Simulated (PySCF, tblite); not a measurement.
# 4-cyanopyridine n-oxide (C₆H₄N₂O): geometry, infrared bands and NMR shifts

Aim: predict the infrared bands and NMR shifts of 4-cyanopyridine n-oxide (C₆H₄N₂O) (`N#Cc1cc[n+]([O-])cc1`).

Programs: tblite 0.8.0 and PySCF 2.14.0, with density-fitted response routines of our own. Each step states its level of theory. These are calculated values for one molecule in the gas phase, unless marked as measured. Atoms are numbered from 0 throughout.

## Step 1: Starting geometry

13 atoms, charge 0, multiplicity 1; geometry from: force field or distance geometry start.

Bonds of the start (Å): N0–C1 1.17, C1–C2 1.42, C2–C3 1.39, C3–C4 1.40, C4–N5 1.39, N5–O6 1.26, N5–C7 1.40, C7–C8 1.40, C8–C2 1.40, C3–H9 1.10, C4–H10 1.08, C7–H11 1.08, C8–H12 1.09.

## Step 2: Optimising the geometry with GFN2-xTB

What the job is given:

```
{"job": {"kind": "relax", "xc": "GFN2-xTB", "basis": "xTB"}, "charge": 0, "multiplicity": 1}
N      3.654400    -0.580100    -0.075100
C      2.495500    -0.391400    -0.061200
C      1.093000    -0.175400    -0.020000
C      0.201200    -1.245800    -0.012400
C     -1.175400    -1.019700     0.030900
N     -1.694900     0.266500     0.029200
O     -2.938100     0.467900     0.052900
C     -0.796700     1.335000     0.016500
C      0.583700     1.126000    -0.014100
H      0.565400    -2.278600    -0.005200
H     -1.938000    -1.786000     0.038300
H     -1.293800     2.290900     0.022200
H      1.239400     1.991200    -0.019900
```

The run is started by

```
$ OMP_NUM_THREADS=1 python probes_run.py task.json out
```

The driver reads the jobs from task.json and runs them one after another.

**Question.** This job is followed by: GFN2-xTB harmonic vibrations, gas phase; GIAO PBE0/pcSseg-1 NMR shielding, non-relativistic, gas phase. Predict these results of the whole session: strongest single infrared mode (GFN2-xTB); zero-point energy (GFN2-xTB); 13C shifts against TMS (PBE0/pcSseg-1, means over atoms taken as alike); 1H shifts against TMS (PBE0/pcSseg-1, means over atoms taken as alike); 15N shifts against NH3 (PBE0/pcSseg-1); 17O shifts against H2O (PBE0/pcSseg-1).

As calculated:

| quantity | value |
| --- | --- |
| strongest single infrared mode (GFN2-xTB) | 1618 cm⁻¹, 262 km/mol |
| zero-point energy (GFN2-xTB) | 55.7 kcal/mol |
| 13C shifts against TMS (PBE0/pcSseg-1, means over atoms taken as alike) | 145.1, 137.6, 122.4, 107.3 ppm |
| 1H shifts against TMS (PBE0/pcSseg-1, means over atoms taken as alike) | 8.34, 7.64 ppm |
| 15N shifts against NH3 (PBE0/pcSseg-1) | 344.6, 324.8 ppm |
| 17O shifts against H2O (PBE0/pcSseg-1) | 536.3 ppm |

Relaxing lowered the energy by 0.163 eV in 14 steps; the close pair that moved most is N5–C7, from 1.396 to 1.358 Å. No mode is imaginary among the 33: a minimum at this level. The strongest single mode, at 1618 cm⁻¹, has its largest shares on C7, C4, C8 and C3 (the list is cut at 4 atoms). GFN2-xTB is a fitted tight-binding method: band positions and strengths are rough. Its intensities can rank the bands wrongly. At PBE0/pcSseg-1: The widest tensor belongs to O6: span 749 ppm, with a paramagnetic part of -596 ppm. NICS(1)zz of -20 ppm above the planar ring from C2 marks a diatropic (aromatic) ring current.
